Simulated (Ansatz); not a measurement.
# BiTe4: the cost of one run

Program: Ansatz 0.2.0. Level of theory: DFT PBE, scalar-relativistic, plane waves, PAW. These are calculated values, not measurements.

**1. The starting structure**

The structure is cubic, space group Im-3m (No. 229). The conventional cell has a = 6.874 Å, b = 6.874 Å, c = 6.874 Å, α = 90.00°, β = 90.00°, γ = 90.00°. Bi (site symmetry m-3m) is surrounded by 8 Te at 2.98 Å. Around Te (site symmetry -3m) lie 2 Bi at 2.98 Å.

Coordinates:

```xyz
5
Lattice="-3.4370 3.4370 3.4370 3.4370 -3.4370 3.4370 3.4370 3.4370 -3.4370" Properties=species:S:1:pos:R:3 pbc="T T T"
Bi    0.0000    0.0000    0.0000
Te    1.7185    1.7185    1.7185
Te   -1.7185    1.7185    1.7185
Te    1.7185    1.7185   -1.7185
Te    1.7185   -1.7185    1.7185
```

Recipe of the guess: species swapped into a database cell of Hg4Pt (Im-3m, No. 229), with Te on the Hg sites and Bi on the Pt sites. Its size is a rough estimate.

**2. The guess as it stands, on a coarse mesh**

The input, input.yaml:

```yaml
crystal:
  lattice:
    - [-3.4370013, 3.4370013, 3.4370013]
    - [3.4370013, -3.4370013, 3.4370013]
    - [3.4370013, 3.4370013, -3.4370013]
  atoms:
    - { symbol: Bi, position: [0.0, 0.0, 0.0] }
    - { symbol: Te, position: [0.5, 0.5, 0.5] }
    - { symbol: Te, position: [0.5, 0.0, 0.0] }
    - { symbol: Te, position: [0.0, 0.0, 0.5] }
    - { symbol: Te, position: [0.0, 0.5, 0.0] }
basis:
  ecutwfc: 420
kpoints:
  mp_grid: { grid: [4, 4, 4] }
hamiltonian:
  xc: pbe
scf:
  occupations: { method: gaussian, width: 0.1 }
  lower_state_search: "off"
output:
  forces: true
  stress: true
  eigenvalues: true
```

On the command line:

```
$ ansatz run input.yaml --threads 1 --pin off --max-ram 2560MiB --backend cpu --events-out ev --progress --plain --runs-dir out
```

What time and memory should one allow on 1 thread of Intel Xeon at 2.50GHz (Skylake/Cascade Lake), shared host?

About 9.4 s, with a peak of 0.42 GiB.
